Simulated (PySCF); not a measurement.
# [Ce(H2O)8]3+: other functionals and bases at one geometry

How far do other levels of theory move the description of [Ce(H2O)8]3+, and what does each cost? The species was built from a template and needn't be a known compound.

The runs use PySCF 2.14.0; several levels, as the steps say, no spin–orbit coupling.

2 further runs of the same task are left out: 2 for a known fault of the program.

### 1 Starting geometry

25 atoms, charge 3, spin multiplicity 1.

Bond lengths: Ce1–O2 2.555 Å, Ce1–O5 2.555 Å, Ce1–O8 2.555 Å, Ce1–O11 2.555 Å, Ce1–O14 2.555 Å, Ce1–O17 2.555 Å, Ce1–O20 2.555 Å, Ce1–O23 2.555 Å, O2–H3 0.982 Å, O2–H4 0.982 Å, O5–H6 0.982 Å, O5–H7 0.982 Å, O8–H9 0.982 Å, O8–H10 0.982 Å, O11–H12 0.982 Å, O11–H13 0.982 Å, O14–H15 0.982 Å, O14–H16 0.982 Å and more. Angles: O2–Ce1–O5 72.5°, O2–Ce1–O8 113.5°, O2–Ce1–O11 72.5°, O2–Ce1–O14 78.8°, O2–Ce1–O17 142.7°, O2–Ce1–O20 142.6°, O2–Ce1–O23 78.8°, O5–Ce1–O8 72.5°, O5–Ce1–O11 113.5°, O5–Ce1–O14 78.8°, O5–Ce1–O17 78.8°, O5–Ce1–O20 142.7°, O5–Ce1–O23 142.6°, O8–Ce1–O11 72.5°, O8–Ce1–O14 142.6°, O8–Ce1–O17 78.8°, O8–Ce1–O20 78.8°, O8–Ce1–O23 142.7° and more.

Geometry (Å):

```xyz
25
charge 3, multiplicity 1
Ce    0.0000    0.0000    0.0006
O     2.1370    0.0002    1.4006
H     2.3300    0.5782    2.1711
H     2.9524   -0.5356    1.2876
O    -0.0002    2.1370    1.4006
H    -0.5782    2.3300    2.1711
H     0.5356    2.9524    1.2876
O    -2.1370   -0.0002    1.4006
H    -2.3300   -0.5782    2.1711
H    -2.9524    0.5356    1.2876
O     0.0002   -2.1370    1.4006
H     0.5782   -2.3300    2.1711
H    -0.5356   -2.9524    1.2876
O     1.5091    1.5115   -1.4008
H     2.4643    1.7102   -1.2875
H     1.2363    2.0566   -2.1711
O    -1.5115    1.5091   -1.4008
H    -1.7102    2.4643   -1.2875
H    -2.0566    1.2363   -2.1711
O    -1.5091   -1.5115   -1.4008
H    -2.4643   -1.7102   -1.2875
H    -1.2363   -2.0566   -2.1711
O     1.5115   -1.5091   -1.4008
H     1.7102   -2.4643   -1.2875
H     2.0566   -1.2363   -2.1711
```

Formal oxidation states: Ce +3. Each metal's 1 4f electrons lie in its core potential, so multiplicities, spins and levels count the valence alone. An earlier session relaxed this geometry at PBE, Ce lcecp-1-SVP with ECP47, O def2-SVP, H def2-SVP (singlet, point group S8).

At PBE on the finer grid: E = -641.863469 Eh, HOMO -19.00 eV, LUMO -12.44 eV, Mulliken charge on Ce1 +0.81 e, largest force component 0.009 eV/Å. 

Levels to run: revPBE; BP86; TPSSh; M06-L; PBE, TZVP; PBE0, SVP. Hardware: 4 threads of Arm Neoverse V2, shared host.

### 2 revPBE

Contents of run.py (the lines that set the calculation):

```python
mol = gto.M(atom='''
Ce     0.00000     0.00000     0.00055
O      2.13703     0.00024     1.40056
H      2.33005     0.57823     2.17110
H      2.95244    -0.53558     1.28763
O     -0.00024     2.13703     1.40056
H     -0.57823     2.33005     2.17110
H      0.53558     2.95244     1.28763
O     -2.13703    -0.00024     1.40056
H     -2.33005    -0.57823     2.17110
H     -2.95244     0.53558     1.28763
O      0.00024    -2.13703     1.40056
H      0.57823    -2.33005     2.17110
H     -0.53558    -2.95244     1.28763
O      1.50910     1.51146    -1.40084
H      2.46430     1.71019    -1.28752
H      1.23630     2.05663    -2.17108
O     -1.51146     1.50910    -1.40084
H     -1.71019     2.46430    -1.28752
H     -2.05663     1.23630    -2.17108
O     -1.50910    -1.51146    -1.40084
H     -2.46430    -1.71019    -1.28752
H     -1.23630    -2.05663    -2.17108
O      1.51146    -1.50910    -1.40084
H      1.71019    -2.46430    -1.28752
H      2.05663    -1.23630    -2.17108''',
    basis={'Ce': 'lcecp-1-SVP', 'O': 'def2-SVP', 'H': 'def2-SVP'},
    ecp={'Ce': 'lcecp-1-SVP'},
    charge=3, spin=0)
mf = dft.RKS(mol, xc='PBE_R,PBE')
mf.grids.atom_grid = (75, 302)  # f atoms: unpruned, at least (60, 302)
mf = mf.density_fit()  # fitting sets: Ce AutoAux, O def2-universal-JKFIT, H def2-universal-JKFIT
mf.conv_tol = 1e-08; mf.max_cycle = 55
mf.kernel(dm0)  # dm0: the density of the relaxed state
```

The run is started by

```sh
OMP_NUM_THREADS=4 python run.py
```

### 3 BP86

Changes to run.py (the lines that set the calculation) since step 2:

```diff
@@ -29,3 +29,3 @@
     charge=3, spin=0)
-mf = dft.RKS(mol, xc='PBE_R,PBE')
+mf = dft.RKS(mol, xc='B88,P86')
 mf.grids.atom_grid = (75, 302)  # f atoms: unpruned, at least (60, 302)
```

### 4 TPSSh

Changes to run.py (the lines that set the calculation) since step 3:

```diff
@@ -29,3 +29,3 @@
     charge=3, spin=0)
-mf = dft.RKS(mol, xc='B88,P86')
+mf = dft.RKS(mol, xc='TPSSH')
 mf.grids.atom_grid = (75, 302)  # f atoms: unpruned, at least (60, 302)
```

### 5 M06-L

Changes to run.py (the lines that set the calculation) since step 4:

```diff
@@ -29,3 +29,3 @@
     charge=3, spin=0)
-mf = dft.RKS(mol, xc='TPSSH')
+mf = dft.RKS(mol, xc='M06L')
 mf.grids.atom_grid = (75, 302)  # f atoms: unpruned, at least (60, 302)
```

### 6 PBE, TZVP

Basis: Ce lcecp-1-TZVP with ECP47, O def2-TZVP, H def2-TZVP. 

Changes to run.py (the lines that set the calculation) since step 5:

```diff
@@ -26,6 +26,6 @@
 H      2.05663    -1.23630    -2.17108''',
-    basis={'Ce': 'lcecp-1-SVP', 'O': 'def2-SVP', 'H': 'def2-SVP'},
-    ecp={'Ce': 'lcecp-1-SVP'},
+    basis={'Ce': 'lcecp-1-TZVP', 'O': 'def2-TZVP', 'H': 'def2-TZVP'},
+    ecp={'Ce': 'lcecp-1-TZVP'},
     charge=3, spin=0)
-mf = dft.RKS(mol, xc='M06L')
+mf = dft.RKS(mol, xc='PBE')
 mf.grids.atom_grid = (75, 302)  # f atoms: unpruned, at least (60, 302)
@@ -33,2 +33,2 @@
 mf.conv_tol = 1e-08; mf.max_cycle = 55
-mf.kernel(dm0)  # dm0: the density of the relaxed state
+mf.kernel(dm0)  # dm0: free metal ions and neutral atoms
```

### 7 PBE0, SVP

Basis: Ce def2-SVP with ECP28, O def2-SVP, H def2-SVP. The 4f electrons are now in the valence.

Changes to run.py (the lines that set the calculation) since step 6:

```diff
@@ -26,8 +26,8 @@
 H      2.05663    -1.23630    -2.17108''',
-    basis={'Ce': 'lcecp-1-TZVP', 'O': 'def2-TZVP', 'H': 'def2-TZVP'},
-    ecp={'Ce': 'lcecp-1-TZVP'},
-    charge=3, spin=0)
-mf = dft.RKS(mol, xc='PBE')
+    basis={'Ce': 'def2-SVP', 'O': 'def2-SVP', 'H': 'def2-SVP'},
+    ecp={'Ce': 'def2-SVP'},
+    charge=3, spin=1)
+mf = dft.UKS(mol, xc='PBE0')
 mf.grids.atom_grid = (75, 302)  # f atoms: unpruned, at least (60, 302)
-mf = mf.density_fit()  # fitting sets: Ce AutoAux, O def2-universal-JKFIT, H def2-universal-JKFIT
+mf = mf.density_fit()  # fitting sets: Ce def2-universal-JKFIT, O def2-universal-JKFIT, H def2-universal-JKFIT
 mf.conv_tol = 1e-08; mf.max_cycle = 55
```

Q: Predict the outcome of this session. Wanted: for each run, HOMO; gap; charge on Ce1; dipole; largest force.

**Answer**, as computed:

| level | state | HOMO (eV) | gap (eV) | charge on Ce1 (e) | dipole (D) | largest force (eV/Å) | basis functions | time |
| --- | --- | --- | --- | --- | --- | --- | --- | --- |
| PBE (relaxed here) | singlet | -19.00 | 6.56 | 0.81 | 0.01 | 0.01 | 225 | 18 s |
| revPBE | singlet | -18.96 | 6.62 | 0.90 | 0.01 | 0.13 | 225 | 21 s |
| BP86 | singlet | -19.11 | 6.57 | 0.84 | 0.01 | 0.06 | 225 | 20 s |
| TPSSh | singlet | -19.88 | 7.99 | 1.06 | 0.00 | 0.24 | 225 | 42 s |
| M06-L | singlet | -19.50 | 7.34 | 1.29 | 0.01 | 0.49 | 225 | 41 s |
| PBE, TZVP | singlet | -19.18 | 6.60 | 1.76 | 0.01 | 0.28 | 391 | 70 s |
| PBE0, SVP | doublet | -18.38 | 5.39 | 1.45 | 0.01 | 0.51 | 270 | 2.7 min |

Times are on 4 threads of Arm Neoverse V2, shared host; the first row also made further properties. The dipole of a charged species depends on the origin, so these sizes hold for this origin alone.

In one basis the gap runs from 6.56 eV (PBE) to 7.99 eV (TPSSh). The largest leftover force, 0.51 eV/Å with PBE0, SVP, stands at a geometry relaxed at another level. The Mulliken charge on Ce spans +0.81 to +1.76 e over the levels. With 4f in the core, its levels are missing from HOMO and gap. Total energies of different levels can't be compared. Spin–orbit coupling is left out throughout.
